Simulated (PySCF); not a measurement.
**VH₃: relaxation and vibrations of the triplet**

Where does triplet VH₃ go from a PBE0 minimum start, is the end point a minimum, and what are its modes, charges and moments?

Method: PBE0, basis V def2-TZVP, H def2-TZVP, no relativity, density fitting; program: PySCF 2.14.0.

## (1) The starting structure

4 atoms, charge 0, spin multiplicity 3.

Bond lengths: V1–H2 1.673 Å, V1–H3 1.673 Å, V1–H4 1.673 Å. Angles: H2–V1–H3 120.0°, H2–V1–H4 120.0°, H3–V1–H4 120.0°.

Z-matrix (Å, degrees; charge 0 multiplicity 3):
```
V
H  1 1.6728
H  1 1.6728 2 120.00
H  1 1.6728 2 120.00 3 180.00
```

## (2) The SCF at the typed geometry

The steps below are one call of a driver around PySCF. For each, scf.py gives the equivalent set-up of the SCF; relaxations use the driver's own optimiser. After this first run the driver tries any further starts and a stability analysis.

Input file scf.py:

```python
from pyscf import gto, scf, dft
mol = gto.M(atom='''
V      0.000000     0.000000     0.000000
H      0.000037     0.000000     1.672775
H      1.448648    -0.000000    -0.836420
H     -1.448684     0.000000    -0.836356''',
    basis={'V': 'def2-TZVP', 'H': 'def2-TZVP'},
    charge=0, spin=2)
mf = dft.UKS(mol, xc='PBE0')
mf.grids.atom_grid = (50, 194)
aux = {'V': 'def2-universal-JKFIT', 'H': 'def2-universal-JKFIT'}
mf = mf.density_fit(auxbasis=aux)
mf.conv_tol = 1e-08
mf.diis_space = 10
mf.max_cycle = 60
mf.init_guess = 'minao'
mf.verbose = 4
mf.kernel()
```

On the command line:

```bash
$ OMP_NUM_THREADS=2 python axn.py task.json out
```

Log:

```text
init E= -944.932463670772
[... the frontier-level lines of each cycle are left out ...]
cycle= 1 E= -945.376881482469  delta_E= -0.444  |g|= 0.447  |ddm|= 1.47
cycle= 2 E= -945.097173336176  delta_E= 0.28  |g|= 0.939  |ddm|= 0.83
cycle= 3 E= -945.462239915693  delta_E= -0.365  |g|= 0.0291  |ddm|= 0.575
cycle= 4 E= -945.463535690544  delta_E= -0.0013  |g|= 0.00886  |ddm|= 0.0453
cycle= 5 E= -945.463931336969  delta_E= -0.000396  |g|= 0.00543  |ddm|= 0.0264
cycle= 6 E= -945.464148747822  delta_E= -0.000217  |g|= 0.0061  |ddm|= 0.0351
cycle= 7 E= -945.464171415056  delta_E= -2.27e-05  |g|= 0.000651  |ddm|= 0.00783
cycle= 8 E= -945.464171986848  delta_E= -5.72e-07  |g|= 0.00014  |ddm|= 0.00189
cycle= 9 E= -945.464171996637  delta_E= -9.79e-09  |g|= 9.57e-06  |ddm|= 0.000159
Extra cycle  E= -945.464171996832  delta_E= -1.95e-10  |g|= 7.81e-06  |ddm|= 2.29e-05
converged SCF energy = -945.464171996832  <S^2> = 2.0682002  2S+1 = 3.0451274
```

This step, with its further starts and checks, needed 11 s of wall time on 2 threads of Arm Neoverse N1, shared host.

Energies from each starting density:

```csv
start,energy (Eh)
the minimal-basis guess,-945.464172
a thermally smeared density,-945.464172
a smeared PBE density,-945.464172
```

No lower solution of this spin turned up from the other starts or in the test of internal stability.

## (3) Relaxation: PBE0 minimum start, triplet

The program finds D3h symmetry in the start, which this walk keeps. The walk stops when the largest gradient is under 0.0003 Eh/bohr and the energy has settled too.

scf.py: that of step 2 with these lines changed.

```diff
@@ -5 +5 @@
-H      1.448648    -0.000000    -0.836420
+H      1.448648     0.000000    -0.836420
@@ -16 +15,0 @@
-mf.init_guess = 'minao'
```

The optimiser's trace:

```csv
step,energy (Eh),change (kJ/mol),largest symmetric gradient (Eh/bohr)
0,-945.464172,0.00,0.00000
```

The walk took 1.2 s.

Geometry (Å) and forces (eV/Å) at some steps:

```
step 0
V    0.000   0.000   0.000   0.000   0.000  -0.001
H    0.000   0.000   1.673   0.000   0.000   0.001
H    1.449   0.000  -0.836   0.000   0.000   0.000
H   -1.449   0.000  -0.836   0.000   0.000   0.000
```

After 0 steps and 0.0 kJ/mol it ends at D3h: V–H 1.673 Å (×3); H–V–H 120.0° (×3).

## (4) Hessian and properties

On the finer grid the gradient is checked again; gradients at displacements of ±0.02 bohr then give force constants and infrared intensities.

scf.py: that of step 3 with these lines changed.

```diff
@@ -3 +3 @@
-V      0.000000     0.000000     0.000000
+V      0.000000     0.000000    -0.000000
@@ -10 +10 @@
-mf.grids.atom_grid = (50, 194)
+mf.grids.atom_grid = (75, 302)
@@ -13 +13 @@
-mf.conv_tol = 1e-08
+mf.conv_tol = 1e-10
```

The driver hands on the density of the step before, so the log starts near convergence.

Log of the central SCF (cycles and frontier levels):

```text
init E= -945.464132810735
[... the frontier-level lines of each cycle are left out ...]
cycle= 1 E= -945.464132810537  delta_E= 1.98e-10  |g|= 2.52e-05  |ddm|= 1.86e-05
cycle= 2 E= -945.464132809117  delta_E= 1.42e-09  |g|= 6.57e-05  |ddm|= 4.77e-05
cycle= 3 E= -945.464132810781  delta_E= -1.66e-09  |g|= 8.3e-07  |ddm|= 3.47e-05
cycle= 4 E= -945.464132810784  delta_E= -3.18e-12  |g|= 5e-07  |ddm|= 9.89e-07
Extra cycle  E= -945.464132810784  delta_E= 3.41e-13  |g|= 6.12e-07  |ddm|= 1.15e-06
converged SCF energy = -945.464132810784  <S^2> = 2.0682302  2S+1 = 3.0451471
```

The whole step took 26 s.

Geometry: D3h; V–H 1.673 Å (×3); H–V–H 120.0° (×3).

Harmonic modes (main isotopes):

```json
{"symmetry": "a2''", "ω (cm⁻¹)": "78", "IR (km/mol)": "510"}
{"symmetry": "e'", "ω (cm⁻¹)": "698", "IR (km/mol)": "141"}
{"symmetry": "e'", "ω (cm⁻¹)": "1710", "IR (km/mol)": "977"}
{"symmetry": "a1'", "ω (cm⁻¹)": "1757", "IR (km/mol)": "0.0"}
```

No imaginary mode, so this is a minimum.

Properties at this point:

```yaml
Dipole_moment: 0.00 D
Highest_occupied_level: -7.71 eV
Lowest_empty_level: -2.91 eV
Rotational_constants: 3.985, 3.985, 1.993 cm⁻¹
Zero-point_energy: 39.8 kJ/mol
Principal_polarisabilities: 25.4, 46.0, 46.0 bohr³
Atomisation_energy_without_zero-point_energy: 740 kJ/mol
Principal_traceless_quadrupole_moments_about_the_centre_of_mass: -3.85, -3.85, 7.70 D Å
Entropy_at_298.15_K_and_1_bar_electronic_part_spin_only: 241.3 J/(mol K)
Heat_capacity_Cp_at_298.15_K: 48.9 J/(mol K)
Enthalpy_at_298.15_K_above_0_K: 12.57 kJ/mol
Rotational_symmetry_number: 6
Spin_squared_⟨S²⟩: 2.068
```

Populations by atom (charges in e):

```
  atom  Mulliken  Löwdin  polar tensor  spin (Mulliken)  Mayer order to V1
    V1      0.52    0.40          1.21             2.44                  –
H2,3,4     -0.17   -0.13         -0.40            -0.15               0.95
```

Mulliken populations on V1: s 6.66, p 12.41, d 3.41, f 0.00.

## (5) What came out

```
                                          quantity                                       value
                                           minimum                                triplet, D3h
                                          geometry         V–H 1.673 Å (×3); H–V–H 120.0° (×3)
                                wavenumbers (cm⁻¹)  78 (a2''), 698 (e'), 1710 (e'), 1757 (a1')
                                     dipole moment                                      0.00 D
highest occupied, lowest empty level (either spin)                             -7.71, -2.91 eV
                         polar-tensor charge of V1                                     +1.21 e
                                 zero-point energy                                 39.8 kJ/mol
                               entropy at 298.15 K                             241.3 J/(mol K)
         atomisation energy (no zero-point energy)                                  740 kJ/mol
                                              ⟨S²⟩                                       2.068
```

The PBE0 minimum start keeps its D3h symmetry and ends in a minimum. In the infrared the band at 1710 cm⁻¹ (e', stretch) leads. The dipole vanishes although V1 carries +1.2 e by the polar tensor: the bond dipoles cancel. Most of the spin sits on V1 (Mulliken spin 2.44, against 2 for the whole molecule). Only this shape and spin were tried, so other structures or states may lie lower. One determinant may miss the lowest occupation of an open d or f shell.

The search up to here took 38 s.
